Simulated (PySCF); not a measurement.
**PBE/def2-SVP run of HBr (hydrogen bromide)**

What is the vertical ionisation energy of HBr (hydrogen bromide) at PBE/def2-SVP? The job is set up through a Python script.

The calculation is run with PySCF 2.14.0.

## (1) The structure to begin with

HBr: 2 atoms, total charge 0, spin state singlet. As SMILES, `Br`. The shape is that of a GFN2-xTB optimisation.

Bond lengths: Br1–H2 1.401 Å.

## (2) The energy at PBE/def2-SVP

Input file run.py:

```python
from pyscf import gto, dft

mol = gto.Mole()
mol.atom = '''
Br    -1.124198     0.406197    -0.568505
H      1.124198    -0.406197     0.568505
'''
mol.basis = 'def2-svp'
mol.unit = 'bohr'
mol.max_memory = 1860
mol.verbose = 3
mol.build()

mf = dft.RKS(mol, xc='pbe')
mf.conv_tol = 1e-10
mf.grids.level = 4
mf.kernel()
if not mf.converged:
    mf = mf.newton().run(mf.mo_coeff, mf.mo_occ)

e_tot = mf.e_tot
print('Final energy', e_tot)
```

Launch:

```sh
$ OMP_NUM_THREADS=1 python run.py
```

The log of the run:

```text
converged SCF energy = -2574.05260042875
Final energy -2574.0526004287494
```

Run time: 1.4 s. Hardware: 1 thread of Intel Xeon Platinum 8375C at 2.90GHz (Ice Lake), shared host; peak memory 0.18 GiB.

## (3) The doublet cation

Input file calc.py:

```python
from pyscf import gto, dft

mol = gto.M(
    atom='Br -0.594900 0.214950 -0.300840; H 0.594900 -0.214950 0.300840',
    basis='def2-svp',
    charge=1,
    max_memory=1860,
    spin=1,
    verbose=3,
)

mf = dft.UKS(mol, xc='pbe')
mf.grids.level = 4
mf.conv_tol = 1e-10
mf.kernel()
if not mf.converged:
    mf = mf.newton().run(mf.mo_coeff, mf.mo_occ)

energy = mf.e_tot
print('E = %.10f Eh' % energy)
```

Launch:

```sh
$ OMP_NUM_THREADS=1 python calc.py
```

The log of the run:

```text
WARN: HOMO -0.645317217210279 >= LUMO -0.644621262909422

WARN: HOMO -0.596455107751354 >= LUMO -0.595830814864325

converged SCF energy = -2573.62387206061  <S^2> = 0.7517378  2S+1 = 2.001737
E = -2573.6238720606 Eh
```

It took 2 s on 1 thread of Intel Xeon Platinum 8375C at 2.90GHz (Ice Lake), shared host; peak memory 0.19 GiB.

## (4) What came out

At PBE/def2-SVP:

```
                                          quantity           value
                         singlet HBr: total energy  -2574.05260 Eh
                        singlet HBr: dipole moment          1.01 D
                          singlet HBr: HOMO energy        -7.13 eV
                          singlet HBr: LUMO energy        -0.65 eV
                        singlet HBr: HOMO–LUMO gap         6.48 eV
                      doublet cation: total energy  -2573.62387 Eh
doublet cation: HOMO energy (highest over α and β)       -16.24 eV
 doublet cation: LUMO energy (lowest over α and β)       -16.13 eV
                              doublet cation: ⟨S²⟩           0.752
vertical ionisation energy (to the doublet cation)       11.666 eV
```

**Reading.** The vertical ionisation energy comes to 11.67 eV (269 kcal/mol). The negative HOMO energy of the first species, 7.13 eV, lies 4.54 eV below that difference.
